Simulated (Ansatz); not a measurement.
# C5H8S2: the cost of one run

Method: RKS PBE-D4/STO-3G, in Ansatz 0.2.0.

## (1) The starting structure

Bond lengths: C1–C2 1.146 Å, C2–S3 1.661 Å, S3–C4 1.821 Å, C4–S5 1.751 Å, S5–C6 1.803 Å, C6–C7 1.546 Å, C1–H8 1.081 Å, C4–H9 1.108 Å, C4–H10 1.128 Å, C6–H11 1.100 Å, C6–H12 1.110 Å, C7–H13 1.051 Å, C7–H14 1.082 Å, C7–H15 1.090 Å. Angles (14 of 22 angles, heavy atoms first): C1–C2–S3 178.1°, C2–S3–C4 102.5°, S3–C4–S5 116.4°, C4–S5–C6 99.7°, S5–C6–C7 110.0°, C2–C1–H8 174.6°, S3–C4–H9 104.2°, S3–C4–H10 105.8°, S5–C4–H9 111.8°, S5–C4–H10 111.9°, S5–C6–H11 109.9°, S5–C6–H12 111.1°, C7–C6–H11 110.1°, C7–C6–H12 107.8°.

As a file:

```xyz
15

C    -3.9022    1.2062    1.4316
C    -2.7569    1.1732    1.4204
S    -1.0991    1.0727    1.4197
C    -0.7094    0.9866   -0.3567
S     0.9854    0.8517   -0.7768
C     1.2901   -0.8505   -0.2667
C     2.7364   -1.2604   -0.6292
H    -4.9749    1.3372    1.4208
H    -1.1662    1.9032   -0.7794
H    -1.3134    0.1239   -0.7617
H     0.5716   -1.5223   -0.7588
H     1.1699   -0.9665    0.8308
H     3.3990   -0.6107   -0.1353
H     2.8682   -2.2894   -0.3210
H     2.8798   -1.2055   -1.7086
```

## (2) End point A

File input.yaml:

```yaml
crystal:
  periodic: [false, false, false]
  atoms:
    - { symbol: C, position_ang: [-3.9022, 1.2062, 1.4316] }
    - { symbol: C, position_ang: [-2.7569, 1.1732, 1.4204] }
    - { symbol: S, position_ang: [-1.0991, 1.0727, 1.4197] }
    - { symbol: C, position_ang: [-0.7094, 0.9866, -0.3567] }
    - { symbol: S, position_ang: [0.9854, 0.8517, -0.7768] }
    - { symbol: C, position_ang: [1.2901, -0.8505, -0.2667] }
    - { symbol: C, position_ang: [2.7364, -1.2604, -0.6292] }
    - { symbol: H, position_ang: [-4.9749, 1.3372, 1.4208] }
    - { symbol: H, position_ang: [-1.1662, 1.9032, -0.7794] }
    - { symbol: H, position_ang: [-1.3134, 0.1239, -0.7617] }
    - { symbol: H, position_ang: [0.5716, -1.5223, -0.7588] }
    - { symbol: H, position_ang: [1.1699, -0.9665, 0.8308] }
    - { symbol: H, position_ang: [3.399, -0.6107, -0.1353] }
    - { symbol: H, position_ang: [2.8682, -2.2894, -0.321] }
    - { symbol: H, position_ang: [2.8798, -1.2055, -1.7086] }
basis:
  gaussian: { orbitals: STO-3G }
hamiltonian:
  xc: pbe
  dispersion: d4
relax:
  f_tol: 0.02
  max_steps: 50
output:
  orbitals: {}
```

The run is started by

```
$ ansatz run input.yaml --threads 1 --pin off --max-ram 2048MiB --backend cpu --events-out ev --progress --plain --runs-dir out
```

Q: Estimate wall time and peak memory on 1 thread of Arm Neoverse V1, shared host.

About 2.4 min, with a peak of 0.12 GiB.
